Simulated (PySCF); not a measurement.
**C5H9GaO: electronic excitations**

What electronic excitations should C5H9GaO (`C=CCO[C](=C)[GaH2]`) show?

Programs: PySCF 2.14.0, with density-fitted response routines of our own. Each step states its level of theory. These are calculated values for one molecule in the gas phase, unless marked as measured. Atoms count from 0, in the outputs and in this text.

### Step 1. The molecule as given

16 atoms, charge 0, multiplicity 1; geometry from: GFN2-xTB.

Bonds of the start (Å): C0–C1 1.32, C1–C2 1.50, C2–O3 1.41, O3–C4 1.38, C4–C5 1.32, C4–Ga6 2.00, C0–H7 1.08, C0–H8 1.08, C1–H9 1.08, C2–H10 1.10, C2–H11 1.10, C5–H12 1.08, C5–H13 1.08, Ga6–H14 1.56, Ga6–H15 1.59.

### Step 2. Ultraviolet spectrum: wB97X-D/def2-SVPD

The job: settings as JSON, then the geometry in Å.

```
{"job": {"kind": "uv", "xc": "wB97X-D", "basis": "def2-SVPD", "nstates": 8, "ntriplets": 3}, "charge": 0, "multiplicity": 1}
C     -2.334384    -1.145609     0.273248
C     -2.161380     0.145950     0.071477
C     -0.832190     0.837831     0.044843
O      0.221772    -0.095189     0.185166
C      1.530703     0.343494     0.212926
C      1.957867     1.596387     0.155444
Ga     2.091962    -1.562372     0.429717
H     -1.498774    -1.808427     0.432461
H     -3.315077    -1.588307     0.284851
H     -3.000363     0.810969    -0.086941
H     -0.718604     1.381932    -0.905026
H     -0.786020     1.571124     0.865342
H      1.313694     2.460807     0.076758
H      3.017514     1.790386     0.185928
H      1.008708    -2.631672     0.073846
H      3.496975    -2.098359     0.956033
```

With the program's defaults for keys left out, this is: TDDFT wB97X-D/def2-SVPD, vertical, gas phase, core orbitals frozen in the response.

Launch:

```console
$ OMP_NUM_THREADS=1 python probes_run.py task.json out
```

One launch serves the whole session: the jobs run in the order shown.

Predict these results of the whole session: lowest singlet (wB97X-D/def2-SVPD); brightest single state of those computed; lowest triplet.

The runs gave:

```
                                quantity                        value
      lowest singlet (wB97X-D/def2-SVPD)  4.82 eV (257 nm), f = 0.000
brightest single state of those computed  state 7, 7.15 eV, f = 0.151
                          lowest triplet                      3.85 eV
```

The lowest singlet, at 4.82 eV, is HOMO−2→LUMO 0.86, HOMO−1→LUMO 0.11 and is dark; of the 8 states computed, the strongest absorption comes from state 7 at 7.15 eV. The lowest triplet lies 0.97 eV below the lowest singlet (triplets in Tamm-Dancoff, singlets in full TDDFT).
